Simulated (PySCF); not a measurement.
# C7H4BrNSe: the cost of one run

Programs: PySCF 2.14.0, with routines of our own; each step states its level. All values are computed. Atoms count from 0.

## (1) The starting structure

14 atoms, charge 0, multiplicity 1; geometry from: GFN2-xTB.

## (2) Relaxing the molecule at PBE0-D3(BJ)/def2-SVP

What the job is given:

```
{"job": {"xc": "PBE0", "basis": "def2-SVP", "d3": "d3bj", "grid": 1, "maxiter": 30, "shake": 0.01, "kind": "geom"}, "charge": 0, "multiplicity": 1}
N      3.911090     1.362580    -0.683940
C      3.339690     0.396750    -0.479050
Se     2.505110    -1.186120    -0.148580
C      0.746610    -0.535230    -0.014590
C     -0.275230    -1.485660     0.249700
C     -1.595760    -1.079460     0.363150
C     -1.902940     0.251780     0.198700
Br    -3.712350     0.808720     0.339190
C     -0.936410     1.202590    -0.052890
C      0.382970     0.798060    -0.168230
H     -0.018280    -2.522810     0.398740
H     -2.358130    -1.807230     0.582470
H     -1.227710     2.245610    -0.209900
H      1.134180     1.535330    -0.382530
```

Command:

```console
OMP_NUM_THREADS=1 python heavy_run.py task.json out
```

The driver reads the jobs from task.json and runs them one after another.

**Question.** How long does this first job take on 1 thread of Intel Xeon 6975P-C, shared host, and how much memory does it need?

About 2.8 min, with a peak of 1.1 GiB.
